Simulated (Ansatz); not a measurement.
**CH4ClGa (SMILES [CH3][GaH][Cl]): PBE0/def2-SVP**

Aim: the electronic atomisation energy of CH4ClGa at PBE0/def2-SVP, from 5 runs. 

The calculation is run with Ansatz 0.2.0.

62 further runs of the same task are left out: 62 set aside as unsound or not needed. Runs told in other sessions of the task aren't counted.

**1. Starting point**

CH4ClGa: 7 atoms, total charge 0, spin state singlet. As SMILES, `[CH3][GaH][Cl]`. The coordinates come from a PBE0-D4/def2-TZVP relaxation.

Bond lengths: C1–Ga2 1.952 Å, Ga2–Cl3 2.160 Å, C1–H4 1.093 Å, C1–H5 1.089 Å, C1–H6 1.093 Å, Ga2–H7 1.560 Å. Angles: C1–Ga2–Cl3 116.2°, C1–Ga2–H7 130.1°, Cl3–Ga2–H7 113.7°, Ga2–C1–H4 110.2°, Ga2–C1–H5 110.9°, Ga2–C1–H6 109.9°, H4–C1–H5 109.3°, H4–C1–H6 107.4°, H5–C1–H6 109.1°.

**2. A single-point energy at PBE0/def2-SVP**

molecule.yaml

```yaml
crystal:
  periodic: [false, false, false]
  atoms:
    - {symbol: C, position_ang: [-0.730500, 0.588300, -0.200700]}
    - {symbol: Ga, position_ang: [0.846300, -0.538100, 0.035700]}
    - {symbol: Cl, position_ang: [0.865000, -1.794800, 1.792800]}
    - {symbol: H, position_ang: [-0.435900, 1.637200, -0.283800]}
    - {symbol: H, position_ang: [-1.418300, 0.473600, 0.636300]}
    - {symbol: H, position_ang: [-1.245900, 0.318700, -1.126000]}
    - {symbol: H, position_ang: [2.119300, -0.684800, -0.854300]}
basis:
  gaussian:
    orbitals: def2-SVP
magnetization:
  spin_polarized: false
  initial_magnetization: 0
hamiltonian:
  xc: {name: PBE0}
accuracy: high
output: {orbitals: {seedname: orbitals}}
```

Started as:

```sh
ansatz run molecule.yaml --threads 1 --pin off --max-ram 3480MiB --events-out events.jsonl --progress --plain --runs-dir runs
```

Standard output:

```text
Warning: RAYON_NUM_THREADS=1 ignored (pool sized by the plan → 1); use --threads N
Functional definition: PBE0
  name "PBE0"
  parameter a = 0.25
  parameter kappa = 0.804
  parameter beta = 0.06672455060314922
  exchange = (1 - a)*pbe_x(kappa = kappa, mu = beta*pi^2/3) + a*exact_x
  correlation = pbe_c(beta = beta)
1770 factors; integrals over basis functions are off by at most 8.8e-9 eV
mean field evaluation 1: about -65975.5288 eV, gradient 4.7e1 eV
mean field evaluation 2: about -65972.8364 eV, gradient 5.6e1 eV
mean field evaluation 4: about -65980.5409 eV, gradient 1.4e0 eV
mean field evaluation 8: about -65980.6343 eV, gradient 1.2e-1 eV
mean field evaluation 16: about -65980.6344 eV, gradient 3.3e-6 eV
mean field -65980.63435554 eV, -2424.7435892859 hartree, gradient 2.3e-8 eV, S^2 0.000000; 0 other end points of the search recorded, 0 dependent functions left out
reference -65980.63435806 eV, -2424.7435893785 hartree; 29, 29 occupied and 55, 55 virtual orbitals, 1770 factors
Total energy: -65980.63435806 eV, -2424.7435893785 hartree
```

Run time: 3.6 s. Hardware: 1 thread of Intel Xeon 6975P-C (Granite Rapids), shared host; peak memory 0.3 GiB.

**3. The C atom at the same level**

job.yaml

```yaml
crystal:
  periodic: [false, false, false]
  atoms:
    - {symbol: C, position_ang: [0.000000, 0.000000, 0.000000]}
basis:
  gaussian: {orbitals: def2-SVP}
magnetization: {spin_polarized: true, initial_magnetization: 2}
hamiltonian: {xc: pbe0}
accuracy: high
```

Run the same way, it converges to -37.76066 Eh (log not shown).

**4. The Cl atom, same level**

input.yaml

```yaml
crystal:
  periodic: [false, false, false]
  atoms:
    - {symbol: Cl, position_ang: [0.000000, 0.000000, 0.000000]}
basis:
  gaussian: {orbitals: def2-SVP}
magnetization: {spin_polarized: true, initial_magnetization: 1}
hamiltonian: {xc: pbe0}
accuracy: high
```

Started as:

```sh
ansatz run input.yaml --threads 1 --pin off --max-ram 3480MiB --events-out events.jsonl --progress --plain --runs-dir runs
```

Standard output (excerpt; [...] marks lines left out):

```text
Warning: RAYON_NUM_THREADS=1 ignored (pool sized by the plan → 1); use --threads N
[... 7 set-up lines as earlier in the session ...]
134 factors; integrals over basis functions are off by at most 2.6e-9 eV
mean field evaluation 1: about -12512.7854 eV, gradient 3.0e0 eV
mean field evaluation 2: about -12512.8398 eV, gradient 6.6e-1 eV
mean field evaluation 4: about -12512.8412 eV, gradient 6.9e-1 eV
mean field evaluation 8: about -12512.8438 eV, gradient 1.3e-3 eV
mean field evaluation 16: about -12512.8438 eV, gradient 1.0e-8 eV
mean field -12512.84379692 eV, -459.8385280267 hartree, gradient 1.0e-8 eV, S^2 0.752250; 0 other end points of the search recorded, 0 dependent functions left out
reference -12512.84379763 eV, -459.8385280527 hartree; 9, 8 occupied and 9, 10 virtual orbitals, 134 factors
Total energy: -12512.84379763 eV, -459.8385280527 hartree
```

Run time: 0.38 s. Hardware: 1 thread of Intel Xeon 6975P-C (Granite Rapids), shared host.

**5. The Ga atom**

input.yaml

```yaml
crystal:
  periodic: [false, false, false]
  atoms:
    - {symbol: Ga, position_ang: [0.000000, 0.000000, 0.000000]}
basis:
  gaussian: {orbitals: def2-SVP}
accuracy: high
magnetization: {spin_polarized: true, initial_magnetization: 1}
hamiltonian: {xc: {name: PBE0}}
```

Run the same way, it converges to -1924.30552 Eh (log not shown).

**6. The H atom at the same level**

molecule.yaml

```yaml
crystal:
  periodic: [false, false, false]
  atoms:
    - symbol: H
      position_ang: [0.000000, 0.000000, 0.000000]
basis:
  gaussian:
    orbitals: def2-SVP
magnetization:
  spin_polarized: true
  initial_magnetization: 1
hamiltonian:
  xc: {name: PBE0}
accuracy: high
```

Run the same way, it converges to -0.50029 Eh (log not shown).

**7. Summary of results**

Level: PBE0/def2-SVP.

| quantity | value |
| --- | --- |
| molecule: total energy | -2424.74359 Eh |
| molecule: HOMO energy | -8.00 eV |
| molecule: LUMO energy | -1.24 eV |
| molecule: HOMO–LUMO gap | 6.77 eV |
| C atom: total energy | -37.76066 Eh |
| C atom: ⟨S²⟩ | 2.002 |
| Cl atom: total energy | -459.83853 Eh |
| Cl atom: ⟨S²⟩ | 0.752 |
| Ga atom: total energy | -1924.30552 Eh |
| Ga atom: ⟨S²⟩ | 0.753 |
| H atom: total energy | -0.50029 Eh |
| H atom: ⟨S²⟩ | 0.750 |
| electronic atomisation energy | 22.795 eV |

**Reading.** Taking the molecule apart into free atoms costs 22.80 eV (526 kcal/mol), before zero-point energy and without spin-orbit coupling.
